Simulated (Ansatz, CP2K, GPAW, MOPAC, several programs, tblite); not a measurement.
What each method gives for Mg2NCl (R-3m)

Mg2NCl (R-3m) from a database of computed structures, relaxed with r2SCAN in Ansatz, was computed with several methods. The symmetry is R-3m (No. 166, trigonal); a = 3.293 Å, c = 17.814 Å in the conventional setting, 13.94 Å³ an atom. Mg has 3 N at 2.15 Å and 3 Cl at 2.74 Å; N has 6 Mg at 2.15 Å; Cl has 6 Mg at 2.74 Å. No spin polarisation and no zero-point or thermal motion.

```cif
data_structure
_symmetry_space_group_name_H-M 'R-3m:H'
_symmetry_Int_Tables_number 166
_cell_length_a 3.2932
_cell_length_b 3.2932
_cell_length_c 17.8139
_cell_angle_alpha 90.000
_cell_angle_beta 90.000
_cell_angle_gamma 120.000
_cell_volume 167.31
loop_
_atom_site_label
_atom_site_type_symbol
_atom_site_symmetry_multiplicity
_atom_site_Wyckoff_symbol
_atom_site_fract_x
_atom_site_fract_y
_atom_site_fract_z
_atom_site_occupancy
Mg1 Mg 6 c 0.33333 0.66667 0.88958 1
N1 N 3 b 0.66667 0.33333 0.83333 1
Cl1 Cl 3 a 0.00000 0.00000 0.00000 1
```

Gaps and times are for a single point on this cell; volume and bulk modulus come from each method's own relaxation or energy curve at fixed shape, which is too stiff where a cell has free coordinates or axes. Times are rough, from shared hosts (AMD EPYC 9R45 96-Core Processor), and each method has its own mesh and cell size. A dagger marks a closed or tiny gap in a crystal that DFT finds insulating: a failure of the method or a wrong SCF state. A double dagger marks a value from a curve with shape and coordinates held. PM6 (MOPAC), PM7 (MOPAC), GFN1-xTB (tblite), GFN2-xTB (tblite) treat a cluster of cells at its zone centre, which samples few k points: where these miss a band edge, the gap comes out too large for that reason alone. Gaps from k meshes are read at a limited set of points (mesh, symmetry points, PBE's band edges), so each method's own least gap may be somewhat smaller. xTB and the PM methods were fitted mostly to molecules, and can miss a solid's gap by electronvolts. Minimal bases can be far off for gaps. GLLB-SC's gap includes the derivative discontinuity. d marks a direct gap, i an indirect one (no mark: not told apart), a dash a value that wasn't computed or didn't pass its checks.

```
                              method              kind  gap (eV)  own volume (Å³/atom)  bulk modulus (GPa)  atoms computed  processor time
light PBE (260 eV and a coarse mesh)  light plane-wave    2.35 d                     –                   –               4          0.44 s
                                 PBE         semilocal    2.44 d                 14.33                 87‡               4           2.1 s
                              r2SCAN         semilocal    3.12 d                 13.94                 96‡               4           5.4 s
                   GFN1-xTB (tblite)     tight binding     0.00†                     –                   –             108           7.5 s
                   GFN2-xTB (tblite)     tight binding      1.41                     –                   –             108            21 s
                         PM7 (MOPAC)    semi-empirical      3.98                     –                   –             108            26 s
                      PBE/SZV (CP2K)       small basis    0.49 d                     –                   –               4            38 s
              PBE/single zeta (GPAW)       small basis    2.68 i                     –                   –               4            43 s
                      GLLB-SC (GPAW)   model potential      4.67                     –                   –               4            50 s
                     PBE/DZVP (CP2K)       small basis    2.25 d                     –                   –               4            52 s
                         PM6 (MOPAC)    semi-empirical      2.45                     –                   –             108            63 s
```

Against r2SCAN (3.12 eV) and with closed or daggered gaps left aside, the nearest gap at the points sampled is that of PBE/single zeta (GPAW) (-0.44 eV) and the farthest that of PBE/SZV (CP2K) (-2.63 eV). r2SCAN is only a yardstick of convenience: semilocal gaps usually lie below measured ones, which GLLB-SC and hybrids aim to mend.
